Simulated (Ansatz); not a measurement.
# Ta2Se: the cost of one run

Program: Ansatz 0.2.0. Level of theory: DFT PBEsol, scalar-relativistic, plane waves, PAW. These are calculated values, not measurements.

1 further run of the same task is left out (set aside as unsound or not needed).

### 1 The structure to begin with

Symmetry: P4/nmm, No. 129, tetragonal system. Conventional cell: a = 3.358 Å, b = 3.358 Å, c = 9.848 Å, α = 90.00°, β = 90.00°, γ = 90.00°. Ta (site symmetry 4mm) is surrounded by 4 Se at 2.66 Å and 4 Ta at 2.88 Å. Ta (site symmetry 4mm) is surrounded by 9 Ta at 2.81 to 3.13 Å and 1 Se at 2.83 Å. Se (site symmetry 4mm) is surrounded by 5 Ta at 2.66 to 2.83 Å.

Structure file:

```xyz
6
Lattice="3.3576 0.0000 0.0000 0.0000 3.3576 0.0000 0.0000 0.0000 9.8479" Properties=species:S:1:pos:R:3 pbc="T T T"
Ta    1.6788    0.0000    7.4701
Ta    0.0000    1.6788    2.3778
Ta    1.6788    0.0000    0.7502
Ta    0.0000    1.6788    9.0977
Se    1.6788    0.0000    3.5807
Se    0.0000    1.6788    6.2672
```

It is the result of an earlier relaxation at this level (volume 18.50 Å³/atom; gap on the mesh: none (metal)).

### 2 Static run: bands, density of states and charges

File input.yaml:

```yaml
crystal:
  lattice:
    - [3.375, 0.0, 0.0]
    - [0.0, 3.375, 0.0]
    - [0.0, 0.0, 9.832]
  atoms:
    - { symbol: Ta, position: [0.5, 0.0, 0.7553], spin: 1.0 }
    - { symbol: Ta, position: [0.0, 0.5, 0.2447], spin: 1.0 }
    - { symbol: Ta, position: [0.5, 0.0, 0.0776], spin: 1.0 }
    - { symbol: Ta, position: [0.0, 0.5, 0.9224], spin: 1.0 }
    - { symbol: Se, position: [0.5, 0.0, 0.3665] }
    - { symbol: Se, position: [0.0, 0.5, 0.6335] }
basis:
  ecutwfc: 420
kpoints:
  mp_grid: { grid: [6, 6, 2] }
hamiltonian:
  xc: pbesol
scf:
  occupations: { method: gaussian, width: 0.1 }
  lower_state_search: "off"
output:
  forces: true
  stress: true
  eigenvalues: true
  populations: true
magnetization:
  spin_polarized: true
```

Started as:

```sh
ansatz run input.yaml --threads 2 --pin off --max-ram 5120MiB --backend cpu --events-out ev --progress --plain --runs-dir out
```

Q: Estimate wall time and peak memory on 2 threads of Arm Neoverse V2, shared host.

About 13 s, with a peak of 0.51 GiB.
